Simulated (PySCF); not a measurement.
# [PrCl4]−: other functionals and bases at one geometry

One table from this session's results is given with a row withheld; the runs are named, their logs left out.

Method: several levels, as the steps say, no spin–orbit coupling; program: PySCF 2.14.0.

1 further run of the same task is left out (for a known fault of the program).

## The starting structure

5 atoms, charge -1, spin multiplicity 1.

Bond lengths: Pr1–Cl2 2.631 Å, Pr1–Cl3 2.631 Å, Pr1–Cl4 2.631 Å, Pr1–Cl5 2.631 Å. Angles: Cl2–Pr1–Cl3 109.5°, Cl2–Pr1–Cl4 109.5°, Cl2–Pr1–Cl5 109.5°, Cl3–Pr1–Cl4 109.5°, Cl3–Pr1–Cl5 109.5°, Cl4–Pr1–Cl5 109.5°.

As a file:

```xyz
5

Pr    0.0000    0.0000    0.0000
Cl    1.5189    1.5189    1.5189
Cl   -1.5189   -1.5189    1.5189
Cl    1.5189   -1.5189   -1.5189
Cl   -1.5189    1.5189   -1.5189
```

Formal oxidation states: Pr +3. Each metal's 2 4f electrons lie in its core potential, so multiplicities, spins and levels count the valence alone. An earlier session relaxed this geometry at PBE0, Pr lcecp-1-SVP with ECP48, Cl def2-SVP (singlet, point group Td).

At PBE0 on the finer grid: E = -1872.950350 Eh, HOMO -4.53 eV, LUMO 3.14 eV, Mulliken charge on Pr1 +0.80 e, largest force component 0.003 eV/Å. 

Levels to run: revPBE; B3LYP; PBE0, TZVP. Hardware: 2 threads of Arm Neoverse V1, shared host.

Set-up of the first run:

run.py (the lines that set the calculation)

```python
mol = gto.M(atom='''
Pr     0.00000     0.00000     0.00000
Cl     1.51886     1.51886     1.51886
Cl    -1.51886    -1.51886     1.51886
Cl     1.51886    -1.51886    -1.51886
Cl    -1.51886     1.51886    -1.51886''',
    basis={'Pr': 'lcecp-1-SVP', 'Cl': 'def2-SVP'},
    ecp={'Pr': 'lcecp-1-SVP'},
    charge=-1, spin=0)
mf = dft.RKS(mol, xc='PBE_R,PBE')
mf.grids.atom_grid = (75, 302)  # f atoms: unpruned, at least (60, 302)
mf = mf.density_fit()  # fitting sets: Pr AutoAux, Cl def2-universal-JKFIT
mf.conv_tol = 1e-08; mf.max_cycle = 55
mf.kernel(dm0)  # dm0: the density of the relaxed state
```

On the command line:

```sh
$ OMP_NUM_THREADS=2 python run.py
```

Among the steps run: revPBE; B3LYP; PBE0, TZVP.

One table of the session follows, with a row left open; its other results are not shown here.

```
              level  HOMO (eV)  gap (eV)  charge on Pr1 (e)  largest force component (eV/Å)
PBE0 (relaxed here)      -4.53      7.67               0.80                            0.00
             revPBE      -3.05      5.74               0.66                            0.12
              B3LYP      -4.14      7.06               0.70                            0.11
         PBE0, TZVP          ?         ?                  ?                               ?
```

Estimate the missing values for PBE0, TZVP.

**Answer.** HOMO (eV): -4.82; gap (eV): 7.83; charge on Pr1 (e): 1.34; largest force component (eV/Å): 0.01. In the column «HOMO (eV)» it is the lowest.

In one basis the HOMO–LUMO gap runs from 5.74 eV (revPBE) to 7.67 eV (PBE0). The largest leftover force, 0.12 eV/Å with revPBE, stands at a geometry relaxed at another level. With 4f in the core, its levels are missing from HOMO and gap, and its count is fixed, so no charge can pass from the ligands into it. Total energies of different levels can't be compared.
